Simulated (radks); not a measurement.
# Dipole-allowed lines with 12 electrons: Se²²⁺, Br²³⁺, Kr²⁴⁺, Rb²⁵⁺

An exercise on one series of results from a longer session: the logs are not shown, and one member is left open.

The numbers are computed with radks (a radial shooting solver on a logarithmic mesh, Libxc functionals) version 1 (scalar-relativistic Kohn-Sham, LDA (Slater exchange, Perdew-Wang correlation), spin-unpolarised, spherical densities, finite nucleus), except any that are marked as measured or tabulated.

### The atom as given

```
species : Se²²⁺ ([Ne] 3s2), Br²³⁺ ([Ne] 3s2), Kr²⁴⁺ ([Ne] 3s2), Rb²⁵⁺ ([Ne] 3s2)
```

The first run:

Settings of this run:

```text
Z 34
configuration [Ne] 3s2 3p0 4s0 3d0 4f0
relativity scalar-relativistic
functional lda,pw
spin unpolarised
nucleus finite rms 4.14 fm
c 137.035999084
response adiabatic LDA kernel, real frequencies
```

Command:

```sh
> python run_ks.py task.json out
```

All runs below come from this command, one after another.

Among the steps run: Se²²⁺, [Ne] 3s2; Br²³⁺, [Ne] 3s2; Kr²⁴⁺, [Ne] 3s2; Rb²⁵⁺, [Ne] 3s2.

One table of the session follows, with a row left open; its other results are not shown here.

| species | −ε(HOMO) (eV) | first line (eV) | strongest line (eV) | static α (bohr³) |
| --- | --- | --- | --- | --- |
| Se²²⁺ | 968.34 | 70.111 | 70.111 | 0.09521 |
| Br²³⁺ | 1048.6 | 73.855 | 73.855 | 0.08409 |
| Kr²⁴⁺ | 1132.2 | 77.731 | 77.731 | 0.07453 |
| Rb²⁵⁺ | ? | ? | ? | ? |

Estimate the missing values for Rb²⁵⁺.

The run gave: −ε(HOMO) (eV): 1219.0; first line (eV): 81.745; strongest line (eV): 81.745; static α (bohr³): 0.06628. In the column «−ε(HOMO) (eV)» it is the highest.

In words: In Se²²⁺ the response moves the first line 12.817 eV above the bare orbital gap, and the lines found carry 98 % of the static polarisability. Very weak lines can be missed, and lines above minus the highest eigenvalue dissolve into this model's continuum.
